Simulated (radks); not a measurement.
# Ionisation energy and size from Lu⁺ to Hg⁺

An exercise on one series of results from a longer session: the logs are not shown, and one member is left open.

The numbers are computed with radks (a radial shooting solver on a logarithmic mesh, Libxc functionals) version 1 (Dirac Kohn-Sham, PBE, spin-unpolarised, spherical densities, finite nucleus; open shells fill j = l - 1/2 first), except any that are marked as measured or tabulated.

### What is computed

| Quantity | Value |
| --- | --- |
| species | Lu⁺, Hf⁺, Ta⁺, W⁺, Re⁺, Os⁺, Ir⁺, Pt⁺, Au⁺, Hg⁺ |
| runs | 20, each species and its next ion |

The first run:

The run's settings:

```text
Z 71
configuration [Xe] 4f14 6s2
relativity Dirac
functional pbe,pbe
spin unpolarised
j_filling energy
nucleus finite rms 5.37 fm
c 137.035999084
```

Among the steps run: Lu⁺, [Xe] 4f14 6s2; Lu²⁺, [Xe] 4f14 6s1; Hf⁺, [Xe] 4f14 5d1 6s2; Hf²⁺, [Xe] 4f14 5d2; Ta⁺, [Xe] 4f14 5d3 6s1; Ta²⁺, [Xe] 4f14 5d3; W⁺, [Xe] 4f14 5d4 6s1; W²⁺, [Xe] 4f14 5d4; Re⁺, [Xe] 4f14 5d5 6s1; Re²⁺, [Xe] 4f14 5d5; Os⁺, [Xe] 4f14 5d6 6s1; Os²⁺, [Xe] 4f14 5d6; Ir⁺, [Xe] 4f14 5d7 6s1; Ir²⁺, [Xe] 4f14 5d7; Pt⁺, [Xe] 4f14 5d9; Pt²⁺, [Xe] 4f14 5d8; Au⁺, [Xe] 4f14 5d10; Au²⁺, [Xe] 4f14 5d9; Hg⁺, [Xe] 4f14 5d10 6s1; Hg²⁺, [Xe] 4f14 5d10.

One table of the session follows, with a row left open; its other results are not shown here.

```
species  Δ-SCF (eV)  −ε(HOMO) (eV)  its <r> (bohr)
    Lu⁺      14.267         11.044            3.27
    Hf⁺      15.302         10.941            3.12
    Ta⁺      14.858         10.657            3.09
     W⁺      15.537         11.907            2.98
    Re⁺      16.209         12.342            2.88
    Os⁺      16.828         13.059            2.79
    Ir⁺      17.405         13.507            2.71
    Pt⁺      19.328         13.730            1.68
    Au⁺           ?              ?               ?
    Hg⁺      18.974         14.710            2.51
```

**Question.** Estimate the row for Au⁺.

**Answer.** Δ-SCF (eV): 20.547; −ε(HOMO) (eV): 14.732; its <r> (bohr): 1.61. In the column «Δ-SCF (eV)» it is the highest.

Caveats from the session: For Hf⁺, Ta⁺, W⁺, Re⁺ the highest level isn't the widest one, so −ε(HOMO) and <r> belong to different orbitals, and Δ-SCF follows the ion's typed configuration. Spin polarisation and multiplet splitting are left out, so open shells lie too high by an amount that depends on their filling.
